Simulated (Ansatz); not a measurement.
**C₇H₁₇N: ionisation energy by level of theory**

The task here is to estimate one member of a computed series from the others.

Method: unrestricted cation, the program's frozen cores in correlated methods; program: Ansatz 0.2.0, Gaussian basis.

Plan: UKS PBE-D4/def2-TZVPP; UKS r2SCAN-D4/def2-TZVPP; UKS PBE0-D4/def2-TZVPP; UKS B3LYP-D4/def2-TZVPP; UKS wB97X-V/def2-TZVPP; UKS wB97M-V/def2-TZVPP; UKS B2PLYP/def2-TZVPP; UHF-CCSD(T)/def2-TZVPP; UHF-MP2/def2-QZVPP; extrapolation to the limit; then −ε(HOMO) from the neutral's earlier runs with LDA (SPW92), PBE-D4, revPBE-D4, BLYP-D4, r2SCAN-D4, B97M-V, PBE0-D4, B3LYP-D4, r2SCANh-D4, r2SCAN0-D4, HSE06-D4, BHLYP-D4, CAM-B3LYP-D4, LC-ωPBE, ωB97X-V, ωB97M-V.

### The geometry

All runs share one geometry, relaxed beforehand with PBE0-D4 in a triple-zeta def2 set.

SMILES `CC(C)NC(C)(C)C`, 25 atoms, charge 0, spin multiplicity 1.

Atoms are counted from 1 here; the program's logs count them from 0.

Bond lengths: C1–C2 1.529 Å, C1–H9 1.094 Å, C1–H10 1.091 Å, C1–H11 1.095 Å, C2–C3 1.521 Å, C2–N4 1.452 Å, C2–H12 1.095 Å, C3–H13 1.091 Å, C3–H14 1.092 Å, C3–H15 1.096 Å, N4–C5 1.463 Å, N4–H16 1.013 Å, C5–C6 1.534 Å, C5–C7 1.523 Å, C5–C8 1.528 Å, C6–H17 1.094 Å, C6–H18 1.094 Å, C6–H19 1.090 Å and more. Angles: C2–C1–H9 110.4°, C2–C1–H10 112.2°, C2–C1–H11 110.7°, H9–C1–H10 107.4°, H9–C1–H11 107.9°, H10–C1–H11 108.1°, C1–C2–C3 110.0°, C1–C2–N4 116.8°, C1–C2–H12 107.9°, C3–C2–N4 107.3°, C3–C2–H12 107.5°, N4–C2–H12 107.0°, C2–C3–H13 110.5°, C2–C3–H14 111.2°, C2–C3–H15 110.5°, H13–C3–H14 109.0°, H13–C3–H15 108.0°, H14–C3–H15 107.5° and more.

The first run:

Contents of in.yaml:

```yaml
crystal:
  periodic: [false, false, false]
  atoms:
    - {symbol: C, position_ang: [-0.476767, -1.277964, -1.726321]}
    - {symbol: C, position_ang: [0.681007, -1.029576, -0.758699]}
    - {symbol: C, position_ang: [1.413693, -2.332883, -0.479638]}
    - {symbol: N, position_ang: [0.346614, -0.438332, 0.524378]}
    - {symbol: C, position_ang: [-0.235871, 0.897331, 0.651763]}
    - {symbol: C, position_ang: [-1.748430, 0.943201, 0.397713]}
    - {symbol: C, position_ang: [0.475463, 1.865864, -0.283121]}
    - {symbol: C, position_ang: [0.014893, 1.328057, 2.096023]}
    - {symbol: H, position_ang: [-0.125469, -1.815693, -2.611605]}
    - {symbol: H, position_ang: [-0.934070, -0.349146, -2.069087]}
    - {symbol: H, position_ang: [-1.254808, -1.884141, -1.251811]}
    - {symbol: H, position_ang: [1.389114, -0.352655, -1.249004]}
    - {symbol: H, position_ang: [2.268046, -2.158581, 0.175988]}
    - {symbol: H, position_ang: [1.764795, -2.793866, -1.405345]}
    - {symbol: H, position_ang: [0.747850, -3.049580, 0.013737]}
    - {symbol: H, position_ang: [-0.180376, -1.097201, 1.085666]}
    - {symbol: H, position_ang: [-2.145613, 1.940687, 0.606409]}
    - {symbol: H, position_ang: [-2.265669, 0.237414, 1.054511]}
    - {symbol: H, position_ang: [-2.001987, 0.692436, -0.632018]}
    - {symbol: H, position_ang: [1.556094, 1.828269, -0.126666]}
    - {symbol: H, position_ang: [0.136747, 2.885253, -0.086493]}
    - {symbol: H, position_ang: [0.270389, 1.647630, -1.333673]}
    - {symbol: H, position_ang: [1.086201, 1.349945, 2.302826]}
    - {symbol: H, position_ang: [-0.447981, 0.622166, 2.792281]}
    - {symbol: H, position_ang: [-0.407265, 2.316967, 2.292586]}
basis:
  gaussian: {orbitals: def2-TZVPP}
total_charge: 1
magnetization: {spin_polarized: true, initial_magnetization: 1}
hamiltonian: {xc: pbe, dispersion: d4}
```

Steps of the session up to this table: Cation, UKS PBE-D4/def2-TZVPP; Cation, UKS r2SCAN-D4/def2-TZVPP; Cation, UKS PBE0-D4/def2-TZVPP; Cation, UKS B3LYP-D4/def2-TZVPP; Cation, UKS wB97X-V/def2-TZVPP; Cation, UKS wB97M-V/def2-TZVPP; Cation, UKS B2PLYP (frozen core)/def2-TZVPP; Cation, UHF-CCSD(T)/def2-TZVPP; Cation, UHF-MP2/def2-QZVPP.

One of the session's tables, all rows but one given; the rest of the session is left out.

For comparison, −ε(HOMO) of the neutral from earlier runs:

```
  functional  −ε(HOMO) (eV)
 LDA (SPW92)           4.85
      PBE-D4           4.71
   revPBE-D4           4.64
     BLYP-D4           4.60
   r2SCAN-D4              ?
      B97M-V           5.18
     PBE0-D4           6.09
    B3LYP-D4           5.87
  r2SCANh-D4           5.48
  r2SCAN0-D4           6.27
    HSE06-D4           5.69
    BHLYP-D4           7.43
CAM-B3LYP-D4           7.50
     LC-ωPBE           8.82
     ωB97X-V           8.52
     ωB97M-V           8.46
```

**Question.** Estimate the row for r2SCAN-D4.

Worked estimate for «−ε(HOMO) (eV)». Against the share of exact exchange, r2SCANh-D4 (0.1, 5.48), r2SCAN0-D4 (0.25, 6.27) give a slope of 5.27 per unit share; at 0 the line stands at 4.95.

The run gave: −ε(HOMO) (eV): 4.96. In «−ε(HOMO) (eV)» the line misses by -0.01.
